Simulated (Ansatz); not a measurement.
# Br2F2Ge: the cost of one run

Program: Ansatz 0.2.0, Gaussian basis. Level of theory: the settings change from run to run. These are calculated values, not measurements.

### 1 The molecule

An earlier PBE0-D4 in a triple-zeta def2 set relaxation fixed the geometry.

5 atoms, charge 0, spin multiplicity 1.

Atoms are counted from 1 here; the program's logs count them from 0.

Bond lengths: F1–Ge2 1.709 Å, Ge2–F3 1.709 Å, Ge2–Br4 2.253 Å, Ge2–Br5 2.253 Å. Angles: F1–Ge2–F3 105.4°, F1–Ge2–Br4 109.2°, F1–Ge2–Br5 109.2°, F3–Ge2–Br4 109.2°, F3–Ge2–Br5 109.2°, Br4–Ge2–Br5 114.4°.

### 2 B97M-V/def2-TZVPP

This run has charge -1, multiplicity 2.

in.yaml reads:

```yaml
crystal:
  periodic: [false, false, false]
  atoms:
    - {symbol: F, position_ang: [1.196135, -1.222049, 0.456127]}
    - {symbol: Ge, position_ang: [0.022958, -0.044434, 0.058293]}
    - {symbol: F, position_ang: [-0.787662, 0.300672, 1.522939]}
    - {symbol: Br, position_ang: [-1.442167, -0.925447, -1.408608]}
    - {symbol: Br, position_ang: [1.060637, 1.817657, -0.670051]}
basis:
  gaussian: {orbitals: def2-TZVPP}
total_charge: -1
magnetization: {spin_polarized: true, initial_magnetization: 1}
hamiltonian: {xc: {name: B97M-V}}
```

Started as:

```bash
$ ansatz run in.yaml --threads 4 --pin off --events-out ev --progress --plain --max-ram 10444MiB
```

Q: Estimate wall time and peak memory on 4 threads of Arm Neoverse V1, shared host.

About 17 s, with a peak of 0.54 GiB.
